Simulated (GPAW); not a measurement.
# BiS (Pm-3m) in GPAW: convergence with bands over the usual count

Aim: find how far bands over the usual count must go before the results for BiS settle, at PBE. This setting moves, with any that are tied to it; all else stays.

All numbers are computed with GPAW 26.7.0; they aren't measurements. Logs are shortened: lines on timing, memory, paths and dates and some standing lists are left out, and cuts for length are marked. The log counts tension as positive stress, the text compression.

## Step 1: Starting point

Symmetry: Pm-3m, No. 221, cubic system. The conventional cell has a = 4.003 Å, b = 4.003 Å, c = 4.003 Å, α = 90.00°, β = 90.00°, γ = 90.00°. Bi (site symmetry m-3m) has 8 S at 3.47 Å as nearest neighbours. S (site symmetry m-3m) has 8 Bi at 3.47 Å as nearest neighbours.

The cell was built by a generator and needn't be a form met in nature.

## Step 2: With bands over the usual count 0.72

File run.py:

```python
from ase.dft.bandgap import bandgap
from ase.io import read, write
from ase.units import GPa
from gpaw import GPAW, PW

atoms = read('POSCAR')

calc = GPAW(mode=PW(600),
            xc='PBE',
            kpts={'size': (7, 7, 7), 'gamma': True},
            occupations={'name': 'fermi-dirac', 'width': 0.05},
            nbands=14,
            convergence={'density': 1e-05, 'energy': 1e-05},
            maxiter=100,
            txt='gpaw.txt')
atoms.calc = calc
energy = atoms.get_potential_energy()
forces = atoms.get_forces()
stress = atoms.get_stress()
calc.write('gs.gpw')
write('result.traj', atoms)
print(f'Energy: {energy:.6f} eV')
print('Forces (eV/A):')
print(forces.round(4))
print('Stress (GPa):', (stress / GPa).round(3))
print('Fermi level:', round(calc.get_fermi_level(), 4), 'eV')
print(f'Gap: {bandgap(calc)[0]:.4f} eV, direct: {bandgap(calc, direct=True)[0]:.4f} eV')
```

File POSCAR:

```
BiS
1.0
    4.0029443400      0.0000000000      0.0000000000
    0.0000000000      4.0029443400      0.0000000000
    0.0000000000      0.0000000000      4.0029443400
Bi S
1 1
Direct
    0.5000000000      0.5000000000      0.5000000000
    0.0000000000      0.0000000000      0.0000000000
```

Potentials or basis: GPAW PAW data sets (gpaw-data 1.2.1), pw.

Command:

```
> OMP_NUM_THREADS=1 python run.py
```

It took 9.7 s on 1 thread of Arm Neoverse V2, shared host; peak memory 0.16 GiB.

What came out:

```
Free energy            : -7.8728 eV
Pressure               : -11.0 GPa
Band gap on the k mesh : none (metal or under the smearing width)
```

## Step 3: With bands over the usual count 0.8

Changes to run.py since step 2:

```diff
@@ -11,3 +11,3 @@
             occupations={'name': 'fermi-dirac', 'width': 0.05},
-            nbands=14,
+            nbands=16,
             convergence={'density': 1e-05, 'energy': 1e-05},
```

POSCAR is that of step 2.

Potentials or basis: GPAW PAW data sets (gpaw-data 1.2.1), pw.

Command:

```
> OMP_NUM_THREADS=1 python run.py
```

Run time: 11 s. Hardware: 1 thread of Arm Neoverse V2, shared host; peak memory 0.16 GiB.

It converged, with:

```
Free energy            : -7.8728 eV
Pressure               : -11.0 GPa
Band gap on the k mesh : none (metal or under the smearing width)
```

## Step 4: With bands over the usual count 0.9

Changes to run.py since step 3:

```diff
@@ -11,3 +11,3 @@
             occupations={'name': 'fermi-dirac', 'width': 0.05},
-            nbands=16,
+            nbands=18,
             convergence={'density': 1e-05, 'energy': 1e-05},
```

POSCAR is that of step 3.

Command:

```
> OMP_NUM_THREADS=1 python run.py
```

Run time: 12 s. Hardware: 1 thread of Arm Neoverse V2, shared host; peak memory 0.16 GiB.

The run converged. Its results:

| Property | Result |
| --- | --- |
| Free energy | -7.8728 eV |
| Pressure | -11.0 GPa |
| Band gap on the k mesh | none (metal or under the smearing width) |

## Step 5: With bands over the usual count 1

Changes to run.py since step 4:

```diff
@@ -11,3 +11,3 @@
             occupations={'name': 'fermi-dirac', 'width': 0.05},
-            nbands=18,
+            nbands=20,
             convergence={'density': 1e-05, 'energy': 1e-05},
```

POSCAR is that of step 4.

Command:

```
> OMP_NUM_THREADS=1 python run.py
```

Wall time 13 s (1 thread of Arm Neoverse V2, shared host); peak memory 0.16 GiB.

Results (log left out):

| Item | Value |
| --- | --- |
| Free energy | -7.8728 eV |
| Pressure | -11.0 GPa |
| Band gap on the k mesh | none (metal or under the smearing width) |

## Step 6: With bands over the usual count 1.3

Changes to run.py since step 5:

```diff
@@ -11,3 +11,3 @@
             occupations={'name': 'fermi-dirac', 'width': 0.05},
-            nbands=20,
+            nbands=25,
             convergence={'density': 1e-05, 'energy': 1e-05},
```

POSCAR is that of step 5.

Potentials or basis: GPAW PAW data sets (gpaw-data 1.2.1), pw.

Command:

```
> OMP_NUM_THREADS=1 python run.py
```

It took 16 s on 1 thread of Arm Neoverse V2, shared host; peak memory 0.16 GiB.

It converged, with:

| Property | Result |
| --- | --- |
| Free energy | -7.8728 eV |
| Pressure | -11.0 GPa |
| Band gap on the k mesh | none (metal or under the smearing width) |

## Step 7: With bands over the usual count 1.7

Changes to run.py since step 6:

```diff
@@ -11,3 +11,3 @@
             occupations={'name': 'fermi-dirac', 'width': 0.05},
-            nbands=25,
+            nbands=33,
             convergence={'density': 1e-05, 'energy': 1e-05},
```

POSCAR is that of step 6.

Command:

```
> OMP_NUM_THREADS=1 python run.py
```

Wall time 22 s (1 thread of Arm Neoverse V2, shared host); peak memory 0.17 GiB.

The run converged. Its results:

```yaml
Free_energy: -7.8728 eV
Pressure: -11.0 GPa
Band_gap_on_the_k_mesh: none (metal or under the smearing width)
```

## Step 8: With bands over the usual count 2.5

Changes to run.py since step 7:

```diff
@@ -11,3 +11,3 @@
             occupations={'name': 'fermi-dirac', 'width': 0.05},
-            nbands=33,
+            nbands=48,
             convergence={'density': 1e-05, 'energy': 1e-05},
```

POSCAR is that of step 7.

Potentials or basis: GPAW PAW data sets (gpaw-data 1.2.1), pw.

Command:

```
> OMP_NUM_THREADS=1 python run.py
```

gpaw.txt:

```text
__  _  _
 | _ |_)|_||  |
 |__||  | ||/\| - 26.7.0

Input parameters:
  mode=PW(ecut=600.0),
  convergence={'density': 1e-05, 'energy': 1e-05},
  kpts=MonkhorstPack(size=(7, 7, 7), gamma=True),
  maxiter=100,
  nbands=48,
  occupations=Occupations(name='fermi-dirac', width=0.05),
  xc=XC(name='PBE')

Diagonalizing LCAO Hamiltonian
Converting LCAO to pw mode
   .---------.
  /|         |
 * |         |
 | |   Bi    |
 | |         |
 | .---------.
 |/         /
 S---------*

Atoms  # Å, Bohr magnetons
|   | symbol |        x |        y |        z |    initial magnetic moments |
|---|--------|----------|----------|----------|-----------------------------|
| 0 |     Bi | 2.001472 | 2.001472 | 2.001472 | ( 0.0000,  0.0000,  0.0000) |
| 1 |      S | 0.000000 | 0.000000 | 0.000000 | ( 0.0000,  0.0000,  0.0000) |

Unit cell  # Å
| periodic |        x |        y |        z |  lengths |    angles |
|----------|----------|----------|----------|----------|-----------|
|      yes | 4.002944 | 0.000000 | 0.000000 | 4.002944 | 90.000000 |
|      yes | 0.000000 | 4.002944 | 0.000000 | 4.002944 | 90.000000 |
|      yes | 0.000000 | 0.000000 | 4.002944 | 4.002944 | 90.000000 |

Number of symmetries: 48
Symmetry operations  # r_c * U_cc + t_c -> r_c
|    | kind |            matrix            |
|----|------|------------------------------|
|  0 |  E   |  1, 0, 0,  0, 1, 0,  0, 0, 1 |
|  1 |  σ   |  1, 0, 0,  0, 1, 0,  0, 0,-1 |
|  2 |  σ   |  1, 0, 0,  0, 0, 1,  0, 1, 0 |
|  3 |  C4  |  1, 0, 0,  0, 0, 1,  0,-1, 0 |
|  4 |  C4  |  1, 0, 0,  0, 0,-1,  0, 1, 0 |
|  5 |  σ   |  1, 0, 0,  0, 0,-1,  0,-1, 0 |
|  6 |  σ   |  1, 0, 0,  0,-1, 0,  0, 0, 1 |
|  7 |  C2  |  1, 0, 0,  0,-1, 0,  0, 0,-1 |
|  8 |  σ   |  0, 1, 0,  1, 0, 0,  0, 0, 1 |
|  9 |  C2  |  0, 1, 0,  1, 0, 0,  0, 0,-1 |
| 10 |  C3  |  0, 1, 0,  0, 0, 1,  1, 0, 0 |
| 11 |  S6  |  0, 1, 0,  0, 0, 1, -1, 0, 0 |
| 12 |  S6  |  0, 1, 0,  0, 0,-1,  1, 0, 0 |
| 13 |  C3  |  0, 1, 0,  0, 0,-1, -1, 0, 0 |
| 14 |  C4  |  0, 1, 0, -1, 0, 0,  0, 0, 1 |
| 15 |  S4  |  0, 1, 0, -1, 0, 0,  0, 0,-1 |
| 16 |  C3  |  0, 0, 1,  1, 0, 0,  0, 1, 0 |
| 17 |  S6  |  0, 0, 1,  1, 0, 0,  0,-1, 0 |
[... 142 lines left out ...]
  Backstep threshold: 4.0
  History deletion threshold: 6.0
  Fourier metric: weight=20.0, sigma=0.015

occupation numbers:
  Fermi-Dirac:
    width: 0.0500  # eV

poisson solver:
  ecut: 4800.0  # eV

xc functional:
  name: PBE with 2 nearest neighbor stencil

convergence criteria:
- Maximum integral of absolute [dens]ity change: 1e-05 electrons / valence electron
- Maximum [total energy] change in last 3 cyles: 1e-05 eV / valence electron
- Maximum integral of absolute [eigenst]ate change: 4e-08 eV^2 / valence electron
maximum number of iterations: 100

SCF iterations
|iter     | |      energy | eigst |  dens |
|---------|-|-------------|-------|-------|
|iter:   1| |   -8.605731 | +0.04 |       |
|iter:   2| |   -8.387473 | -2.26 | -1.05 |
|iter:   3| |   -7.871890 | -3.18 | -1.11 |
|iter:   4| |   -7.867649 | -3.97 | -1.72 |
|iter:   5| |   -7.867310 | -3.87 | -1.95 |
|iter:   6| |   -7.867295 | -5.36 | -2.89 |
|iter:   7| |   -7.867349c| -6.04 | -3.25 |
|iter:   8| |   -7.867354c| -6.93 | -3.89 |
|iter:   9| |   -7.867353c| -8.42c| -4.58 |
|iter:  10| |   -7.867353c| -8.51c| -4.89 |
|iter:  11| |   -7.867353c| -9.26c| -6.14c|

Converged in 11 steps
Energy contributions relative to reference atoms: (reference = -595706.002850)

Energy contributions:
  Kinetic:           3.144864
  Coulomb:          -5.466256
  Zero:             -1.385497
  External:          0.000000
  Xc:               -4.154972
  Entropy:          -0.010985
  Spinorbit:         0.000000
  ----------------------------
  Free energy:      -7.872846
  Extrapolated:     -7.867353

dipole moment: (-12.889820, -12.889820, -12.889820)  # |e|*Ang

Fermi level: 4.517
Eigenvalues  # (at kpt = [0.000, 0.000, 0.000])
| band index |      eig [eV] | occ [0-2] |
|------------|---------------|-----------|
|          0 |       -19.408 |     2.000 |
|        ... |               |           |
|          2 |       -19.368 |     2.000 |
|          3 |       -19.368 |     2.000 |
|          4 |       -19.368 |     2.000 |
|          5 |        -8.511 |     2.000 |
|          6 |        -5.415 |     2.000 |
|          7 |         2.340 |     2.000 |
[... 8 lines left out ...]
|         16 |        15.155 |     0.000 |
|         17 |        15.155 |     0.000 |
|        ... |               |           |
|         47 |        41.023 |     0.000 |

No gap
No difference between direct/indirect transitions

Forces  # eV/Ang
|        x |        y |        z |
|----------|----------|----------|
| -0.00000 | -0.00000 | -0.00000 |  # Bi   0
|  0.00000 |  0.00000 |  0.00000 |  # S    1

Stress tensor  # eV/Ang^3
|        x |        y |        z |
|----------|----------|----------|
| 0.068598 | 0.000000 | 0.000000 |
| 0.000000 | 0.068598 | 0.000000 |
| 0.000000 | 0.000000 | 0.068598 |

# Writing to gs.gpw (mode='')
```

Wall time 31 s (1 thread of Arm Neoverse V2, shared host); peak memory 0.18 GiB.

What came out:

```yaml
Free_energy: -7.8728 eV
Pressure: -11.0 GPa
Band_gap_on_the_k_mesh: none (metal or under the smearing width)
```

## Step 9: The series at a glance

```
bands over the usual count  energy less the tightest run, at zero smearing (meV/atom)  SCF cycles  CPU time (s)  peak memory (GiB)
                      0.72                                                       0.00          11           9.7               0.16
                       0.8                                                       0.00          11            11               0.16
                       0.9                                                       0.00          11            12               0.16
                         1                                                       0.00          11            13               0.16
                       1.3                                                       0.00          11            16               0.16
                       1.7                                                       0.00          11            22               0.17
                       2.5                                                       0.00          11            31               0.18
```

Against the tightest run, the energy stays within 1 meV/atom from 0.72 on. The tightest run that finished is the yardstick and may itself not be fully converged.

Caveats: spin-orbit coupling is left out, which moves the levels of the heavy elements.
